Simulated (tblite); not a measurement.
# C7H15FSi: the cost of one run

Programs: PySCF 2.14.0 with density-fitted response routines of our own, and tblite 0.8.0. All values are computed, except where a source is named. Atoms count from 0 throughout.

### Step 1. The molecule as given

24 atoms, charge 0, multiplicity 1; geometry from: MMFF94s geometry.

Bonds of the start (Å): C0–H10 1.10, C0–H11 1.09, C0–H9 1.08, C0–Si1 1.87, C2–H12 1.08, C2–H13 1.10, C2–H14 1.09, C3–H15 1.09, C3–H16 1.10, C3–H17 1.11, C4–C5 1.50, C4–H18 1.09, C4–H19 1.09, C5–C6 1.35, C5–H20 1.10, C6–C7 1.49, C6–H21 1.09, C7–F8 1.36, C7–H22 1.09, C7–H23 1.09, Si1–C2 1.87, Si1–C3 1.88, Si1–C4 1.92.

### Step 2. GFN2-xTB relaxation, conformer 1

The job: settings as JSON, then the geometry in Å.

```
{"job": {"xc": "GFN2-xTB", "basis": "xTB", "kind": "relax"}, "charge": 0, "multiplicity": 1}
C     -0.702900     1.350000    -1.208500
Si    -1.210700    -0.005600    -0.028500
C     -2.454900    -1.137800    -0.840500
C     -1.953900     0.739400     1.523900
C      0.330200    -1.050300     0.445000
C      1.404600    -0.278100     1.145300
C      2.604500     0.092400     0.649100
C      3.140800    -0.119900    -0.723400
F      3.672500     1.034800    -1.193900
H     -0.256500     0.931400    -2.102900
H     -1.589000     1.934600    -1.512200
H      0.004100     2.030000    -0.740800
H     -2.050100    -1.580400    -1.739900
H     -3.355900    -0.572100    -1.124300
H     -2.764500    -1.932800    -0.166000
H     -2.860100     1.299800     1.303600
H     -1.245100     1.413100     2.022900
H     -2.222900    -0.058700     2.245500
H      0.705900    -1.516900    -0.470200
H      0.010100    -1.864400     1.097600
H      1.195500    -0.013900     2.191500
H      3.281700     0.635200     1.309300
H      2.376800    -0.432900    -1.428000
H      3.928100    -0.877100    -0.712500
```

On the command line:

```console
> OMP_NUM_THREADS=1 python ens_run.py task.json out
```

The driver reads the study from task.json and runs its stages one after another.

**Question.** How long does this first job take on 1 thread of AMD EPYC, shared host?

About 5.2 s.
